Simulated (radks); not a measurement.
# Yb⁴⁺ in [Xe] 4f12: an all-electron calculation

Aim: the levels, the sizes of the orbitals and the parts of the energy of the ytterbium ion Yb4+.

Method: scalar-relativistic Kohn-Sham, PBE, spin-unpolarised, spherical densities, point nucleus. Code: radks (a radial shooting solver on a logarithmic mesh, Libxc functionals) version 1.

### 1 The atom as given

| Property | Result |
| --- | --- |
| element | ytterbium (Z = 70) |
| charge | +4 |
| electrons | 66 |
| configuration | [Xe] 4f12 |

Outer shells as boxes (Hund's rule):

Yb⁴⁺
```
[Xe] core
4f [↑↓][↑↓][↑↓][↑↓][↑↓][↑ ][↑ ]
```

### 2 The run

Input:

```text
Z 70
configuration [Xe] 4f12
relativity scalar-relativistic
functional pbe,pbe
spin unpolarised
nucleus point
c 137.035999084
```

On the command line:

```
$ python run_ks.py task.json out
```

The same process makes all the runs of this session.

Q: Predict the outcome of this run.

As calculated:

| quantity | value |
| --- | --- |
| total energy | -14056.4322 hartree |
| exchange-correlation share of it | 2.07 % |
| −T/E | 1.0900 |
| highest occupied level | 4f, -57.156 eV |
| most extended occupied level | 5p, <r> = 1.34 bohr |
| radius at density 0.001 e/bohr³ | 2.93 bohr |
| maxima of the radial density | 4 |
| ionisation energy, NIST | 65.6 (semi-emp.) eV |

**Reading.** 5 principal shells are occupied and 4 maxima appear in the radial density; where shells overlap, one shows as a shoulder or not at all. Relativity lifts −T/E to 1.090. The top level binds by 57.156 eV, 87 % of the NIST ionisation energy of 65.6 eV; the potential of a semilocal functional falls off too fast, so its top eigenvalue is too shallow. Spin polarisation and multiplet splitting are left out. Spin-orbit splitting is averaged out at the scalar-relativistic level.
